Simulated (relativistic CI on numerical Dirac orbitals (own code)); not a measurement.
# Ta⁺: L2,3 absorption multiplets

Aim: the L2,3 absorption spectrum of Ta⁺ in 5 surroundings, from the same atomic integrals.

The numbers are computed with relativistic CI on numerical Dirac orbitals (own code) version 1 (Dirac-Coulomb-Breit CI, KLI orbitals optimised for each configuration, model QED (radiative potential, 1s self-energy scaled to tabulated hydrogen-like ionisation energies), valence Slater integrals scaled by 0.8, multiplet model of core-to-valence dipole absorption), except any that are marked as measured or tabulated.

### 1 What is computed

* ion: Ta⁺ (Ta II)
* nuclear charge: 73
* electrons: 72
* configurations: [Xe] 4f14 5d4 → [He] 2s2 2p5 3s2 3p6 3d10 4s2 4p6 4d10 4f14 5s2 5p6 5d5
* magnetising field for the dichroism, Lz and Sz: exchange field 10 meV on Sz; these come from the lowest magnetised state alone (0 K)
* temperature of the isotropic spectrum: 10 K
* widths: Lorentz 7.5 eV, Gauss 1 eV
* surrounding 1: free ion
* surrounding 2: D4h, 10Dq = 24600, Ds = 470, Dt = -250 cm⁻¹
* surrounding 3: D3d, 10Dq = 12750, Dsigma = 1170, Dtau = 20 cm⁻¹
* surrounding 4: Oh, 10Dq = 30600 cm⁻¹
* surrounding 5: Oh, 10Dq = 27100 cm⁻¹

### 2 Surrounding 1: free ion

Settings of the run:

```ini
atom Ta  Z=73  charge=1  electrons=72
nucleus A=181  rms_radius_fm=5.3507
hamiltonian dirac-coulomb  breit=on  qed=on  c_scale=1
orbitals kli  potential=per-configuration
slater_scale 0.8
correlation none
mixing on
configurations
  [Xe] 4f14 5d4
  [He] 2s2 2p5 3s2 3p6 3d10 4s2 4p6 4d10 4f14 5s2 5p6 5d5
end
absorption L2,3 T=10 lorentz=7.5 gauss=1
crystal_field free
```

### 3 Surrounding 2: D4h, 10Dq = 24600, Ds = 470, Dt = -250

Changes to the settings of step 2:

```diff
@@ -12,2 +12,2 @@
 absorption L2,3 T=10 lorentz=7.5 gauss=1
-crystal_field free
+crystal_field D4h 10Dq=24600 Ds=470 Dt=-250
```

### 4 Surrounding 3: D3d, 10Dq = 12750, Dsigma = 1170, Dtau = 20

Changes to the settings of step 3:

```diff
@@ -12,2 +12,2 @@
 absorption L2,3 T=10 lorentz=7.5 gauss=1
-crystal_field D4h 10Dq=24600 Ds=470 Dt=-250
+crystal_field D3d 10Dq=12750 Dsigma=1170 Dtau=20
```

### 5 Surrounding 4: Oh, 10Dq = 30600

Changes to the settings of step 4:

```diff
@@ -12,2 +12,2 @@
 absorption L2,3 T=10 lorentz=7.5 gauss=1
-crystal_field D3d 10Dq=12750 Dsigma=1170 Dtau=20
+crystal_field Oh 10Dq=30600
```

### 6 Surrounding 5: Oh, 10Dq = 27100

Changes to the settings of step 5:

```diff
@@ -12,2 +12,2 @@
 absorption L2,3 T=10 lorentz=7.5 gauss=1
-crystal_field Oh 10Dq=30600
+crystal_field Oh 10Dq=27100
```

(Steps that only read results are left out.)

**Question.** What will these runs give? Wanted: highest peak, first run; ground spin; share of the lower edge; core spin-orbit splitting.

The runs gave:

| surrounding | ground S | Lz (0 K) | Sz (0 K) | centroid (eV) | share of the lower edge | up to four highest peaks (% of the highest), eV |
| --- | --- | --- | --- | --- | --- | --- |
| 1: free | 1.92 | 0.45 | -0.45 | 10053.17 | 0.860 | 9877.0 (100), 11134.5 (17) |
| 2: D4h | 0.99 | -0.19 | -0.24 | 10132.43 | 0.797 | 9877.5 (100), 11134.5 (26) |
| 3: D3d | 1.14 | 0.00 | -0.03 | 10094.97 | 0.827 | 9877.0 (100), 11133.5 (21) |
| 4: Oh | 1.00 | -0.10 | -0.11 | 10128.76 | 0.800 | 9877.5 (100), 11135.0 (27) |
| 5: Oh | 1.00 | -0.09 | -0.11 | 10122.53 | 0.805 | 9877.5 (100), 11134.5 (25) |

| quantity | value |
| --- | --- |
| highest peak, first run | 9877.0 eV |
| ground spin (effective S from ⟨S²⟩) | 0.99 to 1.92 |
| share of the lower edge | 0.797 to 0.860 |
| core spin-orbit splitting (without Breit) | 1283.52 eV |

The ground spin changes between the runs (1.92 to 0.99), and the line shape with it. The lower edge takes 0.86 of the intensity in surrounding 1, above the statistical 0.67. The highest peak stays in place, within the step of the energy grid, in all surroundings. Edge positions are free-ion values and differ from those in solids by a few eV or more.
